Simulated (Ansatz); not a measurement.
Write the native input for Ansatz 0.2.0 that does the following.

- Task: phonons
- Functional: PBEsol
- Potentials or basis: all-electron PAW datasets made for the crystal
- Cutoff: 290 eV (chosen from the basis error)
- k mesh: 8 × 8 × 8
- Occupations: fermi-dirac, width 0.05 eV
- Spin: no spin polarisation
- Phonons: method dfpt

Crystal: NbTe.

```xyz
2
Lattice="3.4257 0.0000 0.0000 0.0000 3.4257 0.0000 0.0000 0.0000 3.4257" Properties=species:S:1:pos:R:3 pbc="T T T"
Nb    1.7128    1.7128    1.7128
Te    0.0000    0.0000    0.0000
```

The cell was built by a generator and needn't be a form met in nature.

The input as run:

input.yaml

```yaml
crystal:
  lattice:
    - [3.4257, 0.0, 0.0]
    - [0.0, 3.4257, 0.0]
    - [0.0, 0.0, 3.4257]
  atoms:
    - { symbol: Nb, position: [0.5, 0.5, 0.5] }
    - { symbol: Te, position: [0.0, 0.0, 0.0] }
kpoints:
  mp_grid: { grid: [8, 8, 8] }
scf:
  occupations: { method: fermi_dirac, width: 0.05 }
hamiltonian:
  xc: pbesol
  pseudopotentials: { kind: all_electron, datasets: crystal }
output: {}
phonons:
  method: dfpt
```

Potentials or basis: all-electron PAW datasets made for the crystal.

Command:

```sh
$ ansatz run input.yaml --threads 1 --pin off --max-ram 3072MiB --backend cpu --events-out ev --progress --plain --runs-dir out
```

Results of the run:

```yaml
Band_gap_on_the_k_mesh: none (metal or under the smearing width)
Highest_phonon_frequency_at_Γ: 131 cm⁻¹
```

Caveat: a metal's response needs a denser mesh; the program warned that the printed levels may be off, so bands, gaps and densities of states are rough.

Wall time 90 s on 1 thread of Arm Neoverse V1, on a shared host, peak memory 0.56 GiB.
